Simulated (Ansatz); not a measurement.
**Cl4Cu (charge -2): harmonic frequencies at the relaxed geometry**

At which frequencies does Cl4Cu (charge -2) vibrate? A script is to give harmonic frequencies at the relaxed geometry; the system is Cl4Cu (charge -2).

All numbers are computed with Ansatz 0.2.0, driven from Python. Level of theory: B3LYP/def2-SVP.

**1. The structure**

Bond lengths: Cl1–Cu2 2.402 Å, Cu2–Cl3 2.510 Å, Cu2–Cl4 2.390 Å, Cu2–Cl5 2.391 Å. Angles: Cl1–Cu2–Cl3 105.7°, Cl1–Cu2–Cl4 99.6°, Cl1–Cu2–Cl5 113.4°, Cl3–Cu2–Cl4 97.3°, Cl3–Cu2–Cl5 98.6°, Cl4–Cu2–Cl5 137.6°.

The script holds or builds the structure itself.

**2. The script**

freq_cl4cu.py

```python
"""Vibrations of Cl4Cu(2-)."""

import itertools

import ansatz as az
from ase.data import atomic_numbers, covalent_radii
import numpy as np

molecule = (
    az.Crystal.molecule()
    .atom("Cl", (-0.7578, 1.9738, 1.0095))
    .atom("Cu", (0.0633, 0.1046, -0.2565))
    .atom("Cl", (0.3255, -1.769, 1.3925))
    .atom("Cl", (-1.9839, -0.6412, -1.2396))
    .atom("Cl", (2.3529, 0.3318, -0.9059))
)

calculation = (
    molecule.calculation()
    .basis(gaussian="def2-SVP")
    .functional("B3LYP")
    .charge(-2)  # electrons removed from the neutral system
)
symbols = [site.symbol for site in molecule.cartesian_sites]
start = np.array([site.position_ang for site in molecule.cartesian_sites], dtype=float)
rep = calculation.relax(force_tolerance=0.003).run(threads=1).report
end = np.array(rep["positions_ang"])

# pairs closer than 1.2 times the sum of covalent radii, before or after
radius = [covalent_radii[atomic_numbers[s]] for s in symbols]
span = lambda where, i, j: np.linalg.norm(where[i] - where[j])
bonded = [(i, j) for i, j in itertools.combinations(range(len(symbols)), 2) if min(span(start, i, j), span(end, i, j)) < 1.2 * (radius[i] + radius[j])]
print("pair        before    after (A)")
for i, j in bonded:
    print(f"{symbols[i]}{i}-{symbols[j]}{j}".ljust(10), f"{span(start, i, j):8.4f} {span(end, i, j):8.4f}")

# same settings at the minimum
minimum = az.Crystal.molecule()
for symbol, place in zip(symbols, end):
    minimum = minimum.atom(symbol, place.tolist())
vibrating = (
    minimum.calculation()
    .basis(gaussian="def2-SVP")  # atom-centred Gaussian functions
    .functional("B3LYP")
    .charge(-2)  # electrons removed from the neutral system
    .phonons(temperatures=(100, 500, 100))
)
vib = vibrating.run(threads=1).report["vibrations"]
sums = vib["harmonic_sums"]
modes = [m["omega_inv_cm"] for m in sums["modes_at_gamma"] if m["rigid_motion"] == "no"]
print("frequencies (1/cm):", " ".join(f"{w:.0f}" for w in modes))
print("imaginary modes:", sum(w < 0 for w in modes), " zero-point energy:", round(sums["zero_point_energy_ev"], 4), "eV")
print("T (K)   F_vib (eV)   S_vib (meV/K)   C_vib (meV/K)")
for row in zip(sums["temperatures_k"], sums["vibrational_free_energy_ev"], vib["entropy_ev_per_k"], vib["heat_capacity_ev_per_k"]):
    print(f"{row[0]:6.1f} {row[1]:11.4f} {1000 * row[2]:13.4f} {1000 * row[3]:15.4f}")
```

**3. Running it**

Launch:

```
> python freq_cl4cu.py
```

Q: Predict the main results. Wanted: moves of the relaxation of run 1; energy gained in run 1; last largest force component of run 1; highest frequency; imaginary modes; zero-point energy.

As calculated:

| quantity | value |
| --- | --- |
| runs compared | 2 |
| moves of the relaxation of run 1 | 5 |
| energy gained in run 1 | 0.296 eV |
| last largest force component of run 1 | 0.0007 eV/Å |
| highest frequency | 257 cm⁻¹ |
| imaginary modes | 0 |
| zero-point energy | 0.091 eV |

Run 1: After 5 moves the largest shift is 0.339 Å, of atom 1 (Cl). All frequencies are real, so the geometry is a minimum. The values are harmonic; measured fundamentals also hold anharmonic shifts, mostly downward for stretches. Caveats:
- The frequencies are harmonic and unscaled, in a modest basis. The result belongs to the one conformer reached from this start, and soft torsions count as harmonic oscillators.
- b3lyp holds the VWN-RPA fit, as in Gaussian; the form of ORCA and Turbomole is b3lyp5.
- Anions want diffuse functions, which this basis lacks.
